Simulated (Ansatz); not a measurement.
# C2H8BOPSi: inversion of the pyramid at P1, part 1 of 2

Wanted: the energy profile along the inversion of the pyramid at P1, from relaxed end points and a band of images. SMILES of the start: PB1COC[SiH2]1.

Method: RKS B3LYP-D4/STO-3G, in Ansatz 0.2.0.

## 1. The structure to begin with

Bond lengths: P1–B2 1.939 Å, B2–C3 1.570 Å, C3–O4 1.409 Å, O4–C5 1.437 Å, B2–Si6 1.896 Å, C5–Si6 1.849 Å, P1–H7 1.453 Å, P1–H8 1.404 Å, C3–H9 1.072 Å, C3–H10 1.162 Å, C5–H11 1.138 Å, C5–H12 1.098 Å, Si6–H13 1.518 Å, Si6–H14 1.492 Å. Angles (14 of 25 angles, heavy atoms first): P1–B2–C3 118.9°, P1–B2–Si6 121.9°, C3–B2–Si6 104.0°, B2–C3–O4 115.4°, C3–O4–C5 106.5°, O4–C5–Si6 112.3°, B2–Si6–C5 89.4°, B2–P1–H7 92.2°, B2–P1–H8 94.1°, B2–C3–H9 111.0°, B2–C3–H10 108.6°, O4–C3–H9 109.3°, O4–C3–H10 106.7°, O4–C5–H11 108.6°.

As a file:

```xyz
14

P    -0.8493   -2.4271   -0.4415
B    -0.0690   -0.7781    0.2159
C     1.2544   -0.2487   -0.4419
O     1.1733    1.0363   -1.0149
C     0.2906    1.8010   -0.1782
Si   -1.1083    0.7860    0.4786
H    -1.6736   -2.5768    0.7453
H     0.2256   -3.2241   -0.0178
H     1.6221   -0.9403   -1.1745
H     2.0804   -0.1996    0.3746
H     0.8829    2.1949    0.7100
H    -0.1043    2.6756   -0.7112
H    -2.3241    0.8147   -0.4297
H    -1.4138    1.0569    1.9141
```

## 2. End point A

File input.yaml:

```yaml
crystal:
  periodic: [false, false, false]
  atoms:
    - { symbol: P, position_ang: [-0.8493, -2.4271, -0.4415] }
    - { symbol: B, position_ang: [-0.069, -0.7781, 0.2159] }
    - { symbol: C, position_ang: [1.2544, -0.2487, -0.4419] }
    - { symbol: O, position_ang: [1.1733, 1.0363, -1.0149] }
    - { symbol: C, position_ang: [0.2906, 1.801, -0.1782] }
    - { symbol: Si, position_ang: [-1.1083, 0.786, 0.4786] }
    - { symbol: H, position_ang: [-1.6736, -2.5768, 0.7453] }
    - { symbol: H, position_ang: [0.2256, -3.2241, -0.0178] }
    - { symbol: H, position_ang: [1.6221, -0.9403, -1.1745] }
    - { symbol: H, position_ang: [2.0804, -0.1996, 0.3746] }
    - { symbol: H, position_ang: [0.8829, 2.1949, 0.71] }
    - { symbol: H, position_ang: [-0.1043, 2.6756, -0.7112] }
    - { symbol: H, position_ang: [-2.3241, 0.8147, -0.4297] }
    - { symbol: H, position_ang: [-1.4138, 1.0569, 1.9141] }
basis:
  gaussian: { orbitals: STO-3G }
hamiltonian:
  xc: b3lyp
  dispersion: d4
relax:
  f_tol: 0.015
  max_steps: 40
```

The run is started by

```
$ ansatz run input.yaml --threads 1 --pin off --max-ram 2048MiB --backend cpu --events-out ev --progress --plain --runs-dir out
```

Output (excerpt; [...] marks lines left out):

```text
Warning: RAYON_NUM_THREADS=1 ignored (pool sized by the plan → 1); use --threads N
[...]
Functional definition: B3LYP
[...]
658 factors; integrals over basis functions are off by at most 2.0e-5 eV
[...]
mean field -21834.37555516 eV, -802.3985017807 hartree, gradient 1.7e-5 eV, S^2 0.000000; 0 other end points of the search recorded, 0 dependent functions left out
[...]
reference -21834.37576801 eV, -802.3985096031 hartree; 31, 31 occupied and 15, 15 virtual orbitals, 658 factors
relax step   1: F+E_penalty+E_count = -21834.99262889 eV  Δ(F+E_penalty+E_count) = +0.000e0 eV  max|allowed force component| = 3.287e0 eV/Å  Δτ_max = 0.0000 Å  (24 SCF iters, accepted)
[...]
relax step   3: F+E_penalty+E_count = -21836.00473446 eV  Δ(F+E_penalty+E_count) = -1.302e-1 eV  max|allowed force component| = 4.265e-1 eV/Å  Δτ_max = 0.1156 Å  (26 SCF iters, accepted)
[...]
relax step   5: F+E_penalty+E_count = -21836.04469552 eV  Δ(F+E_penalty+E_count) = -1.094e-2 eV  max|allowed force component| = 1.994e-1 eV/Å  Δτ_max = 0.0644 Å  (27 SCF iters, accepted)
[...]
relax step   7: F+E_penalty+E_count = -21836.04189361 eV  Δ(F+E_penalty+E_count) = +3.068e-3 eV  max|allowed force component| = 1.540e-1 eV/Å  Δτ_max = 0.1935 Å  (26 SCF iters, rejected (line search))
[...]
relax step   9: F+E_penalty+E_count = -21836.05319501 eV  Δ(F+E_penalty+E_count) = -2.248e-4 eV  max|allowed force component| = 6.218e-2 eV/Å  Δτ_max = 0.0192 Å  (27 SCF iters, accepted)
[...]
reference -21835.45284732 eV, -802.4380915375 hartree; 31, 31 occupied and 15, 15 virtual orbitals, 658 factors
Total energy: -21836.05398868 eV, -802.4601830750 hartree
Atom 0 at    -0.784236    -2.587731    -0.223769 Å, force     0.004709     0.011614    -0.000927 eV/Å
Atom 1 at    -0.241089    -0.825966    -0.094770 Å, force    -0.002502    -0.013762    -0.009491 eV/Å
Atom 2 at     1.186497    -0.301244    -0.573310 Å, force     0.004346     0.004885     0.011296 eV/Å
Atom 3 at     1.170660     1.125449    -1.013307 Å, force    -0.003495    -0.001851     0.001837 eV/Å
Atom 4 at     0.327443     1.888467    -0.053170 Å, force    -0.000136     0.007796    -0.005974 eV/Å
Atom 5 at    -1.194588     0.822719     0.362756 Å, force     0.003878     0.001325     0.009020 eV/Å
Atom 6 at    -1.473747    -2.710637     0.992919 Å, force     0.000573    -0.001157     0.001374 eV/Å
Atom 7 at     0.389040    -3.233614     0.199631 Å, force    -0.001825    -0.004134     0.003537 eV/Å
Atom 8 at     1.638558    -0.866089    -1.414595 Å, force    -0.003661     0.002762     0.002418 eV/Å
Atom 9 at     1.893773    -0.425750     0.289582 Å, force    -0.003112     0.001095    -0.009242 eV/Å
Atom 10 at     0.909893     2.128839     0.865183 Å, force    -0.005360    -0.004653    -0.002783 eV/Å
Atom 11 at     0.102021     2.849087    -0.553411 Å, force     0.006285    -0.002931     0.003164 eV/Å
Atom 12 at    -2.315640     1.144325    -0.494255 Å, force     0.000831    -0.001109    -0.000589 eV/Å
Atom 13 at    -1.621685     0.962845     1.739315 Å, force    -0.000532     0.000120    -0.003640 eV/Å
Dipole moment:    -0.156241    -0.298066     0.313956 e Å
```

Run time: 25 s. Hardware: 1 thread of Intel Xeon 6975P-C (Granite Rapids), shared host; peak memory 0.2 GiB.

Relaxation path:

```csv
step,energy from step 1 (eV),largest force component (eV/Å)
1,0.0000,3.2865
2,-0.8819,1.1473
3,-1.0121,0.4265
4,-1.0411,0.2050
5,-1.0521,0.1994
6,-1.0523,0.3652
7x,-1.0493,0.1540
8,-1.0603,0.0887
9,-1.0606,0.0622
10,-1.0611,0.0138
```

Step 1 is the start. 1 step was tried and not accepted (marked x).

After: Bond lengths: P1–B2 1.848 Å, B2–C3 1.594 Å, C3–O4 1.493 Å, O4–C5 1.488 Å, B2–Si6 1.959 Å, C5–Si6 1.904 Å, P1–H7 1.404 Å, P1–H8 1.405 Å, C3–H9 1.110 Å, C3–H10 1.123 Å, C5–H11 1.114 Å, C5–H12 1.106 Å, Si6–H13 1.447 Å, Si6–H14 1.448 Å. Angles (14 of 25 angles, heavy atoms first): P1–B2–C3 123.8°, P1–B2–Si6 132.5°, C3–B2–Si6 103.2°, B2–C3–O4 113.2°, C3–O4–C5 107.8°, O4–C5–Si6 107.9°, B2–Si6–C5 91.8°, B2–P1–H7 99.6°, B2–P1–H8 99.9°, B2–C3–H9 115.1°, B2–C3–H10 107.3°, O4–C3–H9 105.5°, O4–C3–H10 109.8°, O4–C5–H11 110.3°.

## 3. Relaxing end B

The second end starts from a geometry with the move made by hand.

input.yaml: that of step 2 with these lines changed.

```diff
@@ -9,4 +9,4 @@
     - { symbol: Si, position_ang: [-1.1083, 0.786, 0.4786] }
-    - { symbol: H, position_ang: [-1.6736, -2.5768, 0.7453] }
-    - { symbol: H, position_ang: [0.2256, -3.2241, -0.0178] }
+    - { symbol: H, position_ang: [-2.001, -1.73073, -0.98835] }
+    - { symbol: H, position_ang: [-0.07554, -2.44587, -1.61244] }
     - { symbol: H, position_ang: [1.6221, -0.9403, -1.1745] }
```

The run is started by

```
$ ansatz run input.yaml --threads 1 --pin off --max-ram 2048MiB --backend cpu --events-out ev --progress --plain --runs-dir out
```

Output (excerpt; [...] marks lines left out):

```text
Warning: RAYON_NUM_THREADS=1 ignored (pool sized by the plan → 1); use --threads N
[...]
[... 1 set-up line as earlier in the session ...]
[...]
657 factors; integrals over basis functions are off by at most 1.6e-5 eV
[...]
mean field -21834.12586947 eV, -802.3893260008 hartree, gradient 3.7e-5 eV, S^2 0.000000; 0 other end points of the search recorded, 0 dependent functions left out
[...]
reference -21834.12607879 eV, -802.3893336934 hartree; 31, 31 occupied and 15, 15 virtual orbitals, 657 factors
relax step   1: F+E_penalty+E_count = -21834.75162591 eV  Δ(F+E_penalty+E_count) = +0.000e0 eV  max|allowed force component| = 3.446e0 eV/Å  Δτ_max = 0.0000 Å  (23 SCF iters, accepted)
[...]
relax step   3: F+E_penalty+E_count = -21835.85341953 eV  Δ(F+E_penalty+E_count) = -2.220e-1 eV  max|allowed force component| = 6.141e-1 eV/Å  Δτ_max = 0.1947 Å  (25 SCF iters, accepted)
[...]
Atom 4 at     0.378874     1.969256     0.044422 Å, force    -0.005272    -0.002980     0.002494 eV/Å
Atom 5 at    -1.180135     0.907766     0.305174 Å, force     0.006904    -0.002628    -0.003912 eV/Å
Atom 6 at    -2.005049    -2.452091    -0.652721 Å, force     0.003530    -0.001156     0.001378 eV/Å
Atom 7 at    -0.108975    -2.971674    -1.359290 Å, force    -0.001552    -0.000226     0.002117 eV/Å
Atom 8 at     1.673456    -0.670913    -1.536469 Å, force    -0.001399    -0.001486    -0.000451 eV/Å
Atom 9 at     1.882390    -0.410025     0.210115 Å, force     0.002343     0.002180    -0.003466 eV/Å
Atom 10 at     0.932576     2.103415     1.001241 Å, force     0.000208     0.000354     0.001028 eV/Å
Atom 11 at     0.195245     2.979505    -0.366959 Å, force    -0.001597     0.000042     0.000292 eV/Å
Atom 12 at    -2.260519     1.335595    -0.557470 Å, force    -0.000716     0.001893     0.000140 eV/Å
Atom 13 at    -1.656342     0.927171     1.672312 Å, force    -0.003230     0.000118     0.002552 eV/Å
Dipole moment:    -0.241175    -0.287030     0.085172 e Å
```

Wall time 27 s (1 thread of Intel Xeon 6975P-C (Granite Rapids), shared host); peak memory 0.2 GiB.

Relaxation path:

```csv
step,energy from step 1 (eV),largest force component (eV/Å)
1,0.0000,3.4465
2,-0.8798,1.1392
3,-1.1018,0.6141
4,-1.1981,0.4657
5,-1.2080,0.5928
6,-1.2807,0.2189
7x,-1.2639,0.3905
8,-1.2935,0.0925
9,-1.2950,0.0641
10,-1.2956,0.0241
11,-1.2957,0.0097
```

Step 1 is the start. 1 step was tried and not accepted (marked x).

After: Bond lengths: P1–B2 1.850 Å, B2–C3 1.595 Å, C3–O4 1.492 Å, O4–C5 1.488 Å, B2–Si6 1.960 Å, C5–Si6 1.904 Å, P1–H7 1.404 Å, P1–H8 1.404 Å, C3–H9 1.110 Å, C3–H10 1.123 Å, C5–H11 1.114 Å, C5–H12 1.106 Å, Si6–H13 1.447 Å, Si6–H14 1.448 Å. Angles (14 of 25 angles, heavy atoms first): P1–B2–C3 123.7°, P1–B2–Si6 132.2°, C3–B2–Si6 103.2°, B2–C3–O4 113.2°, C3–O4–C5 107.9°, O4–C5–Si6 107.9°, B2–Si6–C5 91.8°, B2–P1–H7 99.4°, B2–P1–H8 99.8°, B2–C3–H9 115.1°, B2–C3–H10 107.4°, O4–C3–H9 105.3°, O4–C3–H10 110.0°, O4–C5–H11 110.3°.

## 4. The band

crystal.atoms is end A as relaxed above, and neb.final_atoms is end B, turned to lie on A. With 9 inner images the band has 11 in all.

File input.yaml:

```yaml
crystal:
  periodic: [false, false, false]
  atoms:
    - { symbol: P, position_ang: [-0.784236, -2.587731, -0.223769] }
    - { symbol: B, position_ang: [-0.241089, -0.825966, -0.09477] }
    - { symbol: C, position_ang: [1.186497, -0.301244, -0.57331] }
    - { symbol: O, position_ang: [1.17066, 1.125449, -1.013307] }
    - { symbol: C, position_ang: [0.327443, 1.888467, -0.05317] }
    - { symbol: Si, position_ang: [-1.194588, 0.822719, 0.362756] }
    - { symbol: H, position_ang: [-1.473747, -2.710637, 0.992919] }
    - { symbol: H, position_ang: [0.38904, -3.233614, 0.199631] }
    - { symbol: H, position_ang: [1.638558, -0.866089, -1.414595] }
    - { symbol: H, position_ang: [1.893773, -0.42575, 0.289582] }
    - { symbol: H, position_ang: [0.909893, 2.128839, 0.865183] }
    - { symbol: H, position_ang: [0.102021, 2.849087, -0.553411] }
    - { symbol: H, position_ang: [-2.31564, 1.144325, -0.494255] }
    - { symbol: H, position_ang: [-1.621685, 0.962845, 1.739315] }
basis:
  gaussian: { orbitals: STO-3G }
hamiltonian:
  xc: b3lyp
  dispersion: d4
neb:
  order_check: false
  images: 9
  f_tol: 0.05
  max_iterations: 44
  initial_path: idpp
  final_atoms:
    - { symbol: P, position_ang: [-0.42624933, -2.5857187, 0.65984942] }
    - { symbol: B, position_ang: [-0.1400466, -0.83219694, 0.14593214] }
    - { symbol: C, position_ang: [1.23716268, -0.29991179, -0.45820813] }
    - { symbol: O, position_ang: [1.12984483, 1.06518674, -1.0508416] }
    - { symbol: C, position_ang: [0.29379048, 1.89364642, -0.14069909] }
    - { symbol: Si, position_ang: [-1.15248008, 0.81465734, 0.46703909] }
    - { symbol: H, position_ang: [-1.77452176, -2.71645892, 0.29106439] }
    - { symbol: H, position_ang: [0.10039929, -3.2525064, -0.45835339] }
    - { symbol: H, position_ang: [1.67608166, -0.93276452, -1.25708771] }
    - { symbol: H, position_ang: [1.99025771, -0.29856471, 0.37427848] }
    - { symbol: H, position_ang: [0.90327576, 2.26013778, 0.71621335] }
    - { symbol: H, position_ang: [0.00072553, 2.78148823, -0.73180555] }
    - { symbol: H, position_ang: [-2.32350564, 0.98315936, -0.36646443] }
    - { symbol: H, position_ang: [-1.52783454, 1.0905461, 1.83788204] }
```

The run is started by

```
$ ansatz run input.yaml --threads 1 --pin off --max-ram 2048MiB --backend cpu --events-out ev --progress --plain --runs-dir out
```

Output (excerpt; [...] marks lines left out):

```text
Warning: RAYON_NUM_THREADS=1 ignored (pool sized by the plan → 1); use --threads N
[...]
[... 1 set-up line as earlier in the session ...]
[...]
657 factors; integrals over basis functions are off by at most 2.5e-5 eV
[...]
mean field -21835.45261873 eV, -802.4380831371 hartree, gradient 2.0e-5 eV, S^2 0.000000; 0 other end points of the search recorded, 0 dependent functions left out
[...]
reference -21835.45283291 eV, -802.4380910078 hartree; 31, 31 occupied and 15, 15 virtual orbitals, 657 factors
657 factors; integrals over basis functions are off by at most 2.2e-5 eV
[...]
mean field -21835.44652417 eV, -802.4378591661 hartree, gradient 2.4e-5 eV, S^2 0.000000; 0 other end points of the search recorded, 0 dependent functions left out
[...]
reference -21835.44673891 eV, -802.4378670576 hartree; 31, 31 occupied and 15, 15 virtual orbitals, 657 factors
[...]
Atom 4 at     0.301934     1.921859    -0.127786 Å, force     0.001273     0.002212    -0.007069 eV/Å
Atom 5 at    -1.165676     0.836322     0.417185 Å, force    -0.001399    -0.004826    -0.000914 eV/Å
Atom 6 at    -1.779527    -2.950640     0.693599 Å, force    -0.004597     0.011140     0.000110 eV/Å
Atom 7 at     0.232682    -3.546038    -0.095733 Å, force    -0.002931    -0.003545     0.000879 eV/Å
Atom 8 at     1.696370    -0.861236    -1.323379 Å, force     0.002451     0.001819     0.004909 eV/Å
Atom 9 at     1.998743    -0.266808     0.327392 Å, force    -0.003625     0.002421     0.002511 eV/Å
Atom 10 at     0.904269     2.243685     0.752061 Å, force    -0.000649    -0.000730     0.000164 eV/Å
Atom 11 at     0.026716     2.838341    -0.683058 Å, force     0.000176    -0.000717     0.000710 eV/Å
Atom 12 at    -2.329259     1.070367    -0.411391 Å, force    -0.002183    -0.000586     0.003613 eV/Å
Atom 13 at    -1.551419     1.071006     1.793393 Å, force     0.003965     0.000258    -0.000155 eV/Å
Dipole moment:    -0.262190    -0.615423     0.278246 e Å
this run last wrote the band of iteration 5 to <dir>
```

Wall time 1.8 min (1 thread of Intel Xeon 6975P-C (Granite Rapids), shared host); peak memory 0.15 GiB.

## 5. What the band shows

The 9 inner images lie between the fixed ends 0 and 10. Energy is taken from image 0, and the path length is the program's own coordinate along the band.

| image | path (Å) | energy (eV) | sum of angles at P1 (°) | band force (eV/Å) |
| --- | --- | --- | --- | --- |
| 0 | 0.000 | 0.0000 | 295.8 | - |
| 1 | 0.245 | 0.0037 | 297.4 | 0.015 |
| 2 | 0.489 | 0.0285 | 304.9 | 0.021 |
| 3 | 0.733 | 0.1565 | 326.6 | 0.019 |
| 4 | 0.977 | 0.4055 | 350.3 | 0.014 |
| 5* | 1.221 | 0.5384 | 360.0 | 0.012 |
| 6 | 1.440 | 0.4312 | 351.7 | 0.023 |
| 7 | 1.658 | 0.2056 | 331.4 | 0.017 |
| 8 | 1.877 | 0.0505 | 309.2 | 0.015 |
| 9 | 2.096 | 0.0098 | 297.5 | 0.011 |
| 10 | 2.315 | 0.0065 | 295.4 | - |

The star marks the climbing image.

image, energy (eV) and a bar:
```
        0      0.000 
        1      0.004 
        2      0.028 ##
        3      0.157 #########
        4      0.406 #######################
        5      0.538 ##############################
        6      0.431 ########################
        7      0.206 ###########
        8      0.051 ###
        9      0.010 #
       10      0.006
```

How the highest energy settled:

```csv
iteration,highest image above image 0 (eV),largest band force (eV/Å)
1,0.8870,2.999
2,0.5811,1.212
3,0.5355,0.412
4,0.5387,0.231
5,0.5384,0.023
```

The band as a trajectory file:

```xyz
14
image=0 dE=0.0000
P    -0.784   -2.588   -0.224
B    -0.241   -0.826   -0.095
C     1.186   -0.301   -0.573
O     1.171    1.125   -1.013
C     0.327    1.888   -0.053
Si   -1.195    0.823    0.363
H    -1.474   -2.711    0.993
H     0.389   -3.234    0.200
H     1.639   -0.866   -1.415
H     1.894   -0.426    0.290
H     0.910    2.129    0.865
H     0.102    2.849   -0.553
H    -2.316    1.144   -0.494
H    -1.622    0.963    1.739
14
image=1 dE=0.0037
P    -0.797   -2.571   -0.269
B    -0.224   -0.829   -0.064
C     1.207   -0.300   -0.532
O     1.164    1.110   -1.024
C     0.318    1.896   -0.085
Si   -1.177    0.820    0.398
H    -1.520   -2.739    0.922
H     0.349   -3.271    0.142
H     1.683   -0.881   -1.348
H     1.903   -0.377    0.344
H     0.908    2.188    0.812
H     0.065    2.829   -0.623
H    -2.329    1.112   -0.428
H    -1.562    0.984    1.784
14
image=2 dE=0.0285
P    -0.792   -2.545   -0.275
B    -0.188   -0.829    0.006
C     1.231   -0.288   -0.498
O     1.143    1.102   -1.041
C     0.308    1.905   -0.107
Si   -1.160    0.821    0.433
H    -1.589   -2.799    0.852
H     0.297   -3.354    0.089
H     1.699   -0.884   -1.308
H     1.955   -0.314    0.359
H     0.913    2.231    0.770
H     0.033    2.820   -0.665
H    -2.319    1.064   -0.399
H    -1.544    1.039    1.812
14
image=3 dE=0.1565
P    -0.738   -2.509   -0.165
B    -0.158   -0.815    0.065
C     1.245   -0.269   -0.492
O     1.136    1.113   -1.052
C     0.305    1.917   -0.116
Si   -1.158    0.830    0.433
H    -1.671   -2.886    0.808
H     0.268   -3.464    0.034
H     1.691   -0.871   -1.311
H     1.996   -0.278    0.339
H     0.911    2.241    0.760
H     0.029    2.833   -0.673
H    -2.317    1.058   -0.406
H    -1.552    1.070    1.805
14
image=4 dE=0.4055
P    -0.657   -2.476    0.016
B    -0.154   -0.796    0.064
C     1.250   -0.260   -0.499
O     1.138    1.121   -1.058
C     0.304    1.921   -0.123
Si   -1.162    0.835    0.424
H    -1.739   -2.934    0.756
H     0.253   -3.526   -0.032
H     1.693   -0.864   -1.318
H     2.002   -0.269    0.331
H     0.907    2.243    0.756
H     0.029    2.838   -0.678
H    -2.324    1.066   -0.409
H    -1.552    1.073    1.798
14
image=5 dE=0.5384
P    -0.574   -2.462    0.217
B    -0.163   -0.789    0.038
C     1.251   -0.258   -0.506
O     1.139    1.123   -1.063
C     0.302    1.922   -0.128
Si   -1.166    0.836    0.417
H    -1.780   -2.951    0.694
H     0.233   -3.546   -0.096
H     1.696   -0.861   -1.323
H     1.999   -0.267    0.327
H     0.904    2.244    0.752
H     0.027    2.838   -0.683
H    -2.329    1.070   -0.411
H    -1.551    1.071    1.793
14
image=6 dE=0.4312
P    -0.504   -2.471    0.401
B    -0.173   -0.797    0.015
C     1.245   -0.260   -0.512
O     1.137    1.123   -1.067
C     0.300    1.921   -0.132
Si   -1.167    0.834    0.411
H    -1.791   -2.938    0.629
H     0.208   -3.529   -0.150
H     1.699   -0.861   -1.327
H     1.989   -0.269    0.326
H     0.902    2.244    0.748
H     0.024    2.837   -0.688
H    -2.332    1.071   -0.414
H    -1.550    1.066    1.789
14
image=7 dE=0.2056
P    -0.443   -2.498    0.573
B    -0.177   -0.813    0.012
C     1.236   -0.264   -0.519
O     1.135    1.120   -1.070
C     0.298    1.918   -0.136
Si   -1.169    0.830    0.404
H    -1.781   -2.902    0.555
H     0.177   -3.483   -0.203
H     1.697   -0.864   -1.330
H     1.974   -0.277    0.325
H     0.900    2.242    0.744
H     0.022    2.835   -0.691
H    -2.334    1.070   -0.419
H    -1.549    1.058    1.784
14
image=8 dE=0.0505
P    -0.397   -2.530    0.704
B    -0.167   -0.829    0.051
C     1.224   -0.276   -0.522
O     1.128    1.108   -1.074
C     0.294    1.909   -0.139
Si   -1.172    0.821    0.402
H    -1.750   -2.829    0.481
H     0.155   -3.392   -0.256
H     1.680   -0.881   -1.333
H     1.966   -0.293    0.320
H     0.897    2.233    0.740
H     0.018    2.826   -0.695
H    -2.333    1.053   -0.431
H    -1.556    1.050    1.780
14
image=9 dE=0.0098
P    -0.382   -2.554    0.742
B    -0.143   -0.827    0.127
C     1.224   -0.291   -0.499
O     1.116    1.082   -1.075
C     0.286    1.898   -0.148
Si   -1.171    0.815    0.427
H    -1.732   -2.753    0.412
H     0.150   -3.292   -0.328
H     1.646   -0.918   -1.312
H     1.992   -0.301    0.319
H     0.895    2.237    0.721
H     0.004    2.803   -0.718
H    -2.324    0.991   -0.429
H    -1.574    1.082    1.792
14
image=10 dE=0.0065
P    -0.447   -2.595    0.608
B    -0.146   -0.834    0.129
C     1.239   -0.299   -0.455
O     1.144    1.078   -1.022
C     0.306    1.894   -0.103
Si   -1.151    0.813    0.474
H    -1.793   -2.710    0.227
H     0.084   -3.244   -0.519
H     1.680   -0.919   -1.262
H     1.986   -0.318    0.383
H     0.912    2.241    0.765
H     0.023    2.795   -0.679
H    -2.315    1.004   -0.365
H    -1.535    1.065    1.847
```

(Continued in part 2 of 2.)
